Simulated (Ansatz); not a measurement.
Working through a displacement scan with seeded SCF runs of NaMgF₃, space group Pm-3m

With the Python package of Ansatz (0.2.0).

Run as a notebook:

In [1]:
```python
import ansatz as az
from ase import Atoms
import numpy as np
from tabulate import tabulate

atoms = Atoms(
    ['Na', 'Mg', 'F', 'F', 'F'],
    scaled_positions=[
        (0.0, 0.0, 0.0),
        (0.5, 0.5, 0.5),
        (0.5, 0.5, 0.0),
        (0.0, 0.5, 0.5),
        (0.5, 0.0, 0.5),
    ],
    cell=[
        (3.876, 0.0, 0.0),
        (0.0, 3.876, 0.0),
        (0.0, 0.0, 3.876),
    ],
    pbc=True,
)
crystal = az.Crystal.from_ase(atoms)
```

In [2]:
```python
crystal.resolved().tree()['lattice']
```
Out [2]:
```text
((3.876, 0.0, 0.0), (0.0, 3.876, 0.0), (0.0, 0.0, 3.876))
```

In [3]:
```python
start = np.array(crystal.resolved().sites[4].position)
previous, rows = None, []
for step in range(4):
    target = start + step * 0.005 * np.eye(3)[1]
    calculation = (
        crystal.move(4, to=target).calculation()
        .functional('pbesol')
        .basis(420, density_ratio=4)
        .kpoints(spacing=0.5)
        .occupations(az.OccupationsMethod.FIXED)  # no smearing
        .scf(self_checks='low')
        .forces()  # minus the gradient of the free energy
    )
    session = calculation.session()
    if previous is not None:
        session.seed_next_step(previous)
    previous = session.plan(retain='density').execute()
    summary = previous.report
    shift = float(np.linalg.norm((target - start) @ np.array(summary['lattice']['cell_ang'])))
    rows.append((step, shift, summary['lagrangian_ev'], float(np.linalg.norm(summary['forces_ev_ang'][4])), summary['n_iterations'], summary['n_symmetry_ops']))
rows = [(row[0], row[1], 1000 * (row[2] - rows[0][2]), *row[3:]) for row in rows]
print(tabulate(rows, headers=['step', 'moved A', 'dE meV', 'force on it eV/A', 'iterations', 'symmetry operations'], floatfmt='.4f', tablefmt='github'))
```
```text
|   step |   moved A |   dE meV |   force on it eV/A |   iterations |   symmetry operations |
|--------|-----------|----------|--------------------|--------------|-----------------------|
|      0 |    0.0000 |   0.0000 |             0.0000 |            6 |                    48 |
|      1 |    0.0194 |   2.9309 |             0.3027 |            4 |                     8 |
|      2 |    0.0388 |  11.7524 |             0.6084 |            5 |                     8 |
|      3 |    0.0581 |  26.5505 |             0.9201 |            5 |                     8 |
```

Notes:
- These settings explore the input space; cutoff and mesh may be short of convergence.
- Of the deposited cell: it was measured well above room temperature.
- The starting cell is as deposited in a crystallographic database; the results hold for this polymorph, which needn't be the stable one.
- The first step keeps the crystal's symmetry; the moved atom lowers it.
- The whole script took 7.2 s on 1 thread of Arm Neoverse V1, with other jobs on the host, peak memory 0.37 GiB.

(Lines on the test bed's own set-up are left out of the output.)
